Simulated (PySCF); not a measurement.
**A diatomic session: PI**

The task here is to estimate one member of a computed series from the others.

Program: PySCF 2.14.0. Level of theory: P x2c-SVPall, I x2c-SVPall, spin-free X2C with a Gaussian nucleus. These are calculated values, not measurements.

Set-up of the first run:

The job is set up so:

```json
{"atoms": "P, I", "charge": "0", "basis": "P x2c-SVPall, I x2c-SVPall", "Hamiltonian": "spin-free X2C with a Gaussian nucleus", "basis functions": "54", "electrons treated": "68", "masses in u": "30.9738, 126.9045", "levels": "PBE0, PBE, r²SCAN, TPSSh, M06-2X, M06-L, HSE06, HF, MP2, SCS-MP2, CCSD, CCSD(T)", "grid": "80 radial by 434 angular points", "occupations": "held fixed by the projection of orbital angular momentum", "dissociation limit": "P + I, each in its ground configuration", "starting distance in angstrom": "2.375", "values of 2S to try": "0, 2, 4"}
```

Command:

```console
$ OMP_NUM_THREADS=1 python dia.py task.json out
```

Steps of the session up to this table: Input; PBE0 along the bond; Other states along the same grid; PBE (GGA); r²SCAN (meta-GGA); TPSSh (hybrid meta-GGA); M06-2X (hybrid meta-GGA); M06-L (meta-GGA); HSE06 (range-separated hybrid); UHF (mean field); Correlated methods on the Hartree–Fock reference.

One table of the session follows, with a row left open; its other results are not shown here.

It belongs to the step «The curves together». Energy (eV) from each level's lowest point:

```
R (Å)    UHF  UHF-MP2  UHF-SCS-MP2  UHF-CCSD  UHF-CCSD(T)
2.065  1.372    1.290        1.331       n/a          n/a
2.161  0.643    0.589        0.620     0.636        0.643
2.257  0.231    0.202        0.220     0.230        0.235
2.329  0.069    0.056        0.065     0.071        0.075
2.401      ?        ?            ?         ?            ?
2.473  0.000    0.011        0.002     0.000        0.000
2.569  0.077    0.101        0.081     0.070        0.068
2.689  0.243    0.314        0.288     0.232        0.228
2.833  0.440    0.702        0.678     0.486        0.482
3.025  0.608    1.110        1.080       n/a          n/a
```

Q: Estimate the row for R (Å) = 2.401 from the others.

Worked estimate for «UHF». A straight line through the neighbours (2.329, 0.069) and (2.473, 0.000) gives 0.069 + (0.000 − 0.069) × (2.401 − 2.329) / (2.473 − 2.329) = 0.035; a parabola fitted to 4 rows on both sides gives 0.002.

The run gave: UHF: 0.000; UHF-MP2: 0.000; UHF-SCS-MP2: 0.000; UHF-CCSD: 0.002; UHF-CCSD(T): 0.004. In «UHF» the line misses by +0.035 and the parabola by +0.002.
